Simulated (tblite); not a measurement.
Settings test, tblite on KCl

Simulated with tblite 0.8.0. This is a test of settings. The cell began as a measured structure and was relaxed with r2SCAN in plane waves (Ansatz 0.2.0). All runs are without spin polarisation.

It is cubic, Fm-3m (No. 225); conventional cell a = 6.290 Å, 31.10 Å³ an atom. K has 6 Cl at 3.14 Å; Cl has 6 K at 3.14 Å.

The base run uses GFN2-xTB on a cluster of 64 atoms.

```python
import json
from ase import Atoms
from ase.build import make_supercell
from ase.units import Bohr, GPa, Hartree
from tblite.interface import Calculator

atoms = Atoms(['K', 'Cl'],
              cell=[[0.0, 3.14484711, 3.14484711], [3.14484711, 0.0, 3.14484711], [3.14484711, 3.14484711, 0.0]],
              scaled_positions=[[0.0, 0.0, 0.0], [0.5, 0.5, 0.5]],
              pbc=True)
cluster = make_supercell(atoms, [[-2, 2, 2], [2, -2, 2], [2, 2, -2]])
calc = Calculator('GFN2-xTB', cluster.numbers, cluster.positions / Bohr, lattice=cluster.cell[:] / Bohr, periodic=cluster.pbc)
calc.set('temperature', 0.02 / Hartree)
calc.set('max-iter', 150)
res = calc.singlepoint()
levels = res.get('orbital-energies') * Hartree
nv = round(res.get('orbital-occupations').sum() / 2)
cells = len(cluster) // len(atoms)
out = {'energy_per_cell': res.get('energy') * Hartree / cells, 'homo': levels[nv - 1], 'lumo': levels[nv],
       'stress': (-res.get('virial') * Hartree / cluster.get_volume() / GPa).tolist(), 'charges': res.get('charges')[:len(atoms)].tolist(), 'electrons': 2 * nv / cells}
json.dump(out, open('results.json', 'w'))
for key, value in out.items():
    print(key, value)
```

Command: `python run.py`. It took 5.4 s on 1 thread of Intel(R) Xeon(R) 6975P-C (Granite Rapids), on a shared host, peak memory 0.11 GiB.

It converged with a gap of 2.91 eV and a pressure of 0.97 GPa (positive in compression). xTB was fitted to molecules, so gaps, charges and pressures of solids can be far off.

Each further run moved one setting: accuracy (scale of the thresholds); temperature (electronic temperature in eV); max-iter (limit on cycles); cluster (size of the cluster in conventional cells). Changes are from the base run, which isn't itself converged in every setting; energies of another Hamiltonian, functional, basis or charge aren't compared, and those at a high electronic temperature are mostly its entropy term.

```tsv
setting	how it ended	gap change (eV)	energy change (meV/atom)	pressure change (GPa)	time (s)
accuracy = 10.0	converged	0.00	0.0	0.00	5
accuracy = 0.01	converged	0.00	0.0	0.00	6.4
temperature = 0.3	converged	0.05	-2.8	0.05	4.2
max-iter = 5 (poor on purpose)	not converged	–	–	–	3.2
cluster = 1x1x1 (poor on purpose)	converged	-2.28	708.0	-0.54	0.76
```

accuracy = 10.0 changes nothing that matters here. accuracy = 0.01 changes nothing that matters here. With max-iter = 5 the cycle ended unconverged.

The end of the log, shortened, for max-iter = 5:

```
------------------------------------------------------------
  cycle        total energy    energy error   density error
------------------------------------------------------------
      1     -154.0554935958  -1.5411552E+02   3.2327495E-01
      2     -155.0547764371  -9.9928284E-01   1.7022598E-01
      3     -152.4495195091   2.6052569E+00   2.4169106E-01
      4     -151.2299068622   1.2196126E+00   2.7921968E-01
      5     -150.8665148940   3.6339197E-01   2.9124288E-01
------------------------------------------------------------
 total:                                   2.833 sec
tblite.exceptions.TBLiteRuntimeError: SCF not converged in 5 cycles
```
